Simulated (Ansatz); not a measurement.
# WBrF3: from a guess to a relaxed structure, part 2 of 2

Aim: relax a trial structure of WBrF3 and see where it ends.

Ansatz 0.2.0; DFT PBE, scalar-relativistic, plane waves, PAW.

## Step 4: Relaxation on the finer mesh

The end of the coarse run is made exact in the group found at a tolerance of 0.06 Å and reduced to its primitive cell.

File input.yaml:

```yaml
crystal:
  lattice:
    - [4.1206405667, 0.0, 0.0]
    - [0.0, 4.1206405667, 0.0]
    - [0.0, 0.0, 4.1206405667]
  atoms:
    - { symbol: W, position: [0.5, 0.5, 0.5] }
    - { symbol: Br, position: [0.0, 0.0, 0.0] }
    - { symbol: F, position: [0.0, 0.5, 0.5] }
    - { symbol: F, position: [0.5, 0.0, 0.5] }
    - { symbol: F, position: [0.5, 0.5, 0.0] }
basis:
  ecutwfc: 420
kpoints:
  mp_grid: { grid: [10, 10, 10] }
hamiltonian:
  xc: pbe
scf:
  occupations: { method: gaussian, width: 0.1 }
output:
  forces: true
  stress: true
  eigenvalues: true
  write_density: true
  write_potential: true
  elf: true
  volumetric_format: npy
relax:
  adjacent_minimum: "off"
  f_tol: 0.01
  max_steps: 80
  cell: { stress_tol: 0.05 }
```

Launch:

```bash
$ ansatz run input.yaml --threads 1 --pin off --max-ram 2048MiB --backend cpu --events-out ev --progress --plain --runs-dir out
```

Log (excerpt; [...] marks lines left out):

```text
Warning: RAYON_NUM_THREADS=1 ignored (pool sized by the plan → 1); use --threads N
[...]
Pseudopotentials: kind: paw
Pseudopotential: W, paw, valence charge 14, recommended cutoff 420 eV (normal), W.paw.azcp
Pseudopotential: Br, paw, valence charge 7, recommended cutoff 420 eV (normal), Br.paw.azcp
Pseudopotential: F, paw, valence charge 7, recommended cutoff 420 eV (normal), F.paw.azcp
Functional definition: PBE
[...]
Crystal: 5 atoms, lattice volume = 69.967 Å³
Basis set: ecut = 420 eV, 1357 PW (Γ), exchange–correlation on 60×60×60 points (8 copies of the dense FFT grid, shifted against one another)
Bands: 26, of which v1, the nominal top of the filled ones, is band 21 counted from 1 (20 counted from 0)
Symmetry: 48 space group operations
Space group: Pm-3m (ITA 221), of the structure as read, at distance tolerance 4.1e-5 Å
k-points: 56 of 1000
[...]
--- Stress (GPa, compression-positive) ---
        0.010862      -0.000000       0.000000
       -0.000000       0.010862       0.000000
        0.000000       0.000000       0.010862
  P = ⅓ Tr σ = 0.0109 GPa (0.109 kbar)
--- Band table (eV; the first three rows and the last of 56) ---
[... band rows left out ...]
[...]
--- Relaxed structure (2 steps of the walk, 2 accepted, 1 SCFs on fresh bases) ---
  F+E_penalty+E_count = -15590.68491721 eV   max|allowed force component| = 1.074e-29 eV/Å   (the final SCF, on the basis selected at the relaxed cell)
  cell:  # Å, volume = 69.8014 Å³
    - [4.11738335474573, -8.024708101613482e-36, -4.012354050806741e-35]
    - [-8.024708101613482e-36, 4.11738335474573, 0.0]
    - [-4.012354050806741e-35, 0.0, 4.11738335474573]
  atoms:
    - { symbol: W, position: [0.5, 0.5, 0.5] }
    - { symbol: Br, position: [3.438452107764934e-37, -5.020748652931097e-38, 2.586446275752384e-38] }
    - { symbol: F, position: [-6.085755942947913e-39, 0.5, 0.5] }
    - { symbol: F, position: [0.5, 6.84647543581515e-39, 0.5] }
    - { symbol: F, position: [0.5, 0.5, 1.0650072900156009e-38] }
```

Run time: 24 s. Hardware: 1 thread of Arm Neoverse V1, shared host; peak memory 0.39 GiB.

The steps of the relaxation:

```
step  energy from step 1 (eV/cell)  largest force component (eV/Å)  pressure (GPa)  volume (Å³)
   1                        0.0000                          0.0000           -0.29        69.97
   2                       -0.0007                          0.0000            0.03        69.80
   3                       -0.0002                          0.0000            0.01        69.80
```

Step 1 is the start. Step 3 repeats the geometry before it on a plane-wave basis chosen anew for that cell, so its energy need not be comparable with the rows above.

|  | before | after | change |
| --- | --- | --- | --- |
| a (Å) | 4.121 | 4.117 | -0.1 % |
| b (Å) | 4.121 | 4.117 | -0.1 % |
| c (Å) | 4.121 | 4.117 | -0.1 % |
| volume (Å³/atom) | 13.99 | 13.96 | -0.2 % |
| shortest distance (Å) | 2.060 | 2.059 | -0.1 % |
| space group (0.01 Å) | Pm-3m | Pm-3m | same |

Forces and stress were held to the start's 48 operations: a distortion of lower symmetry was not tested.

Density in a lattice plane of the grid's cell (edges 4.12 and 4.12 Å, at 0.500 of the third edge), which holds W and F.

Ten even steps from ' ' (0.03 e/Å³) to '@' (12.93 e/Å³):
```
                  ::==**##**==::                
                  ..::------::..                
                      ......                    
                                                
                                                
                        ..                      
....              ....::::::....              ..
==--::..        ..::----------::..        ..::--
%%**==::        ..--------------..        ::==**
@@%%++::..      ..--------------..      ..::++%%
%%**==::        ..--------------..        ::==**
==--::..        ..::----------::..        ..::--
....              ....::::::....              ..
                        ..                      
                                                
                                                
                      ......                    
                  ..::------::..                
                  ::==**##**==::                
                  ::++%%@@%%++::                
```
Columns run along the first of these edges and rows up along the second, over one cell in 24 and 20 even steps from the bottom left corner. Atoms in the plane (fractional): W at (0.50, 0.50), F at (1.00, 0.50), F at (0.50, 0.00).

ELF in the same plane.

Ten even steps from ' ' (0.02) to '@' (0.81):
```
            --**@@@@@@%%##%%@@@@@@**--          
            ::++%%@@@@@@@@@@@@@@%%++::          
            ..::++##%%@@@@@@%%##++::..          
              ..::--==++++++==--::..            
----::..      ......................      ..::--
####**==::......::--------------::......::==**##
@@@@@@##==::..::==**##########**==::..::==##@@@@
@@@@@@@@**--..::**%%%%##**##%%%%**::..--**@@@@@@
##%%@@@@##==..::**%%##==--==##%%**::..==##@@@@%%
++##%%@@%%==..::**%%++::  ::++%%**::..==%%@@%%##
##%%@@@@##==..::**%%##==--==##%%**::..==##@@@@%%
@@@@@@@@**--..::**%%%%##**##%%%%**::..--**@@@@@@
@@@@@@##==::..::==**##########**==::..::==##@@@@
####**==::......::--------------::......::==**##
----::..      ......................      ..::--
              ..::--==++++++==--::..            
            ..::++##%%@@@@@@%%##++::..          
            ::++%%@@@@@@@@@@@@@@%%++::          
            --**@@@@@@%%##%%@@@@@@**--          
          ..--##@@@@%%**++**%%@@@@##--..        
```
Columns run along the first of these edges and rows up along the second, over one cell in 24 and 20 even steps from the bottom left corner. Atoms in the plane (fractional): W at (0.50, 0.50), F at (1.00, 0.50), F at (0.50, 0.00).

Both are smooth fields of the valence electrons: close to the nuclei they are not physical.

Outside the cores ELF peaks at 0.88 in the shell around Br, 0.9 Å from Br; 0.82 in the shell around F, 0.5 Å from F.

## Step 5: Changing settings: xc lda

Edit input.yaml of step 4 so:

```diff
@@ -16,3 +16,3 @@
 hamiltonian:
-  xc: pbe
+  xc: lda
 scf:
@@ -21,8 +21,4 @@
   forces: true
+  eigenvalues: true
   stress: true
-  eigenvalues: true
-  write_density: true
-  write_potential: true
-  elf: true
-  volumetric_format: npy
 relax:
```

Launch:

```bash
$ ansatz run input.yaml --threads 1 --pin off --max-ram 2048MiB --backend cpu --events-out ev --progress --plain --runs-dir out
```

Log (excerpt; [...] marks lines left out):

```text
Warning: RAYON_NUM_THREADS=1 ignored (pool sized by the plan → 1); use --threads N
[...]
Pseudopotentials: kind: paw
Pseudopotential: W, paw, valence charge 14, recommended cutoff 420 eV (normal), W.paw.azcp
Pseudopotential: Br, paw, valence charge 7, recommended cutoff 420 eV (normal), Br.paw.azcp
Pseudopotential: F, paw, valence charge 7, recommended cutoff 420 eV (normal), F.paw.azcp
Functional definition: SPW92
[...]
Crystal: 5 atoms, lattice volume = 69.967 Å³
Basis set: ecut = 420 eV, 1357 PW (Γ)
Bands: 26, of which v1, the nominal top of the filled ones, is band 21 counted from 1 (20 counted from 0)
Symmetry: 48 space group operations
Space group: Pm-3m (ITA 221), of the structure as read, at distance tolerance 4.1e-5 Å
k-points: 56 of 1000
[...]
SCF iter   1: F=—  HF=-15203.015046 eV  |F-HF|=—  |Δ(HF+E_count)|=         —  Δρ=1.69e-2  dr2=2.35e-1  ethr=1.77e-3  ⟨swp⟩=5.8  Hψ=6816  notcnv=0
[...]
       -0.009734       0.000000       0.000000
        0.000000      -0.009734      -0.000000
        0.000000      -0.000000      -0.009734
  P = ⅓ Tr σ = -0.0097 GPa (-0.097 kbar)
--- Band table (eV; the first three rows and the last of 56) ---
[... band rows left out ...]
[...]
--- Relaxed structure (5 steps of the walk, 5 accepted, 2 SCFs on fresh bases) ---
  F+E_penalty+E_count = -15203.16025536 eV   max|allowed force component| = 1.279e-29 eV/Å   (the final SCF, on the basis selected at the relaxed cell)
  cell:  # Å, volume = 64.6336 Å³
    - [4.013157085841246, -1.0030885127016867e-35, 3.932106969790606e-34]
    - [-1.0030885127016867e-35, 4.013157085841246, -9.629649721936177e-35]
    - [3.932106969790606e-34, -9.629649721936177e-35, 4.013157085841246]
  atoms:
    - { symbol: W, position: [0.5, 0.5, 0.5] }
    - { symbol: Br, position: [5.355465229582001e-36, -1.0710930459951206e-36, -1.9474419017493477e-36] }
    - { symbol: F, position: [4.3817442789354445e-36, 0.5, 0.5] }
    - { symbol: F, position: [0.5, -5.842325704903011e-37, 0.5] }
    - { symbol: F, position: [0.5, 0.5, 4.8686047543466775e-37] }
```

It took 47 s on 1 thread of Arm Neoverse V1, shared host; peak memory 0.38 GiB.

```
    run     ending   energy change  pressure (GPa)  gap (eV)  force (eV/Å)  cycles  time
 step 4  converged               -             0.0      0.00          0.00       -  24 s
variant  converged  not comparable             0.0      0.00          0.00       -  47 s
```

Total energies don't compare across a change of functional; the final volume goes from 69.80 to 64.63 Å³.

## Step 6: Results

The summary covers parts 1 to 2. Changes of volume or cell count from the first structure of part 1.

| quantity | value |
| --- | --- |
| symmetry at the end (tolerance 0.05 Å) | space group Pm-3m (No. 221) |
| conventional cell | a = 4.117 Å, b = 4.117 Å, c = 4.117 Å, α = 90.00°, β = 90.00°, γ = 90.00° |
| volume | 13.96 Å³/atom |
| energy over the elements (uncorrected; H, N, O, F and Cl as molecules) | -1.18 eV/atom |
| gap on the mesh | none (metal) |

The space group Pm-3m (No. 221) is kept, and the volume per atom shrinks by 36.6 % from the first guess. It lies below the elements, which doesn't yet make it stable: competing phases were not computed in this session. No finished test with a distortion of lower symmetry is shown, so the end may be a saddle point. The runs treat W without spin-orbit coupling. The final runs have no spin polarisation, so no magnetic state was tried and one may lie lower.
